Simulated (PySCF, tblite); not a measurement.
# C₇H₆BrPSi: geometry, infrared bands and NMR shifts

Wanted: the infrared bands and NMR shifts of C₇H₆BrPSi (`C#Cc1ccc([SiH3])pc1Br`), by calculation.

The runs use tblite 0.8.0 and PySCF 2.14.0, with density-fitted response routines of our own; the level of theory stands in each step. All values are computed, except where a source is named. Atoms are numbered from 0 throughout.

**1. The starting structure**

16 atoms, charge 0, multiplicity 1; geometry from: force field or distance geometry start.

Bonds of the start (Å): C0–C1 1.19, C1–C2 1.48, C2–C3 1.37, C3–C4 1.36, C4–C5 1.37, C5–Si6 1.85, C5–P7 1.75, P7–C8 1.74, C8–Br9 1.92, C8–C2 1.37, C0–H10 1.07, C3–H11 1.09, C4–H12 1.09, Si6–H13 1.49, Si6–H14 1.49, Si6–H15 1.45.

**2. Optimising the geometry with GFN2-xTB**

Job settings and geometry (Å):

```
{"job": {"kind": "relax", "xc": "GFN2-xTB", "basis": "xTB"}, "charge": 0, "multiplicity": 1}
C     -3.896000     1.080300    -0.866800
C     -2.809100     0.723400    -0.532100
C     -1.458500     0.296900    -0.107400
C     -0.418400     0.480700    -0.980900
C      0.880000     0.139600    -0.741600
C      1.377100    -0.435200     0.393300
Si     3.178700    -0.822000     0.539700
P      0.218300    -0.751300     1.665100
C     -1.368800    -0.252700     1.149700
Br    -2.874400    -0.468600     2.314500
H     -4.865600     1.410300    -1.181800
H     -0.656300     0.925500    -1.945700
H      1.608000     0.344000    -1.530800
H      3.988300     0.426500     0.453300
H      3.437800    -1.400700     1.885000
H      3.651500    -1.687700    -0.525000
```

On the command line:

```
$ OMP_NUM_THREADS=1 python probes_run.py task.json out
```

This one command runs all jobs of the session in turn.

**Question.** This job is followed by: GFN2-xTB harmonic vibrations, gas phase; GIAO PBE0/pcSseg-1 NMR shielding, non-relativistic, gas phase. Predict these results of the whole session: strongest single infrared mode (GFN2-xTB); zero-point energy (GFN2-xTB); 13C shifts against TMS (PBE0/pcSseg-1); 1H shifts against TMS (PBE0/pcSseg-1, means over atoms taken as alike); 29Si shifts against TMS (PBE0/pcSseg-1); 31P shifts against H3PO4 (PBE0/pcSseg-1); 79Br shifts against HBr (PBE0/pcSseg-1); surface potential, 1st and 99th percentile.

As calculated:

| quantity | value |
| --- | --- |
| strongest single infrared mode (GFN2-xTB) | 786 cm⁻¹, 565 km/mol |
| zero-point energy (GFN2-xTB) | 58.9 kcal/mol |
| 13C shifts against TMS (PBE0/pcSseg-1) | 187.8, 174.2, 143.1, 140.0, 134.5, 97.0, 86.4 ppm |
| 1H shifts against TMS (PBE0/pcSseg-1, means over atoms taken as alike) | 8.19, 8.02, 4.69, 3.35 ppm |
| 29Si shifts against TMS (PBE0/pcSseg-1) | -67.6 ppm |
| 31P shifts against H3PO4 (PBE0/pcSseg-1) | 265.3 ppm |
| 79Br shifts against HBr (PBE0/pcSseg-1) | 769 ppm |
| surface potential, 1st and 99th percentile | -0.73 V and 1.45 V |

In words: Relaxing lowered the energy by 0.435 eV in 38 steps; the close pair that moved most is C1–C2, from 1.479 to 1.415 Å. All 42 modes are real, so the xTB geometry is a minimum. The strongest single mode, at 786 cm⁻¹, moves mainly H15 and H13. GFN2-xTB is a fitted tight-binding method: band positions and strengths are rough. Its intensities can rank the bands wrongly. C8 stands next to heavy halogen, whose spin-orbit shielding this run leaves out, so the computed shift lies too far downfield, most of all for carbon beside Br or I. At PBE0/pcSseg-1: The widest tensor belongs to Br9: span 1435 ppm, with a paramagnetic part of -1267 ppm. NICS(1)zz of -22 ppm above the planar ring from C2 marks a diatropic (aromatic) ring current. By nearest atom (PBE0/pcSseg-1), the HOMO sits on Br9 36 %; P7 19 % and the LUMO on P7 30 %; C5 21 %. Spin-orbit coupling is left out, which matters for shieldings and couplings at and beside the heavy atoms.
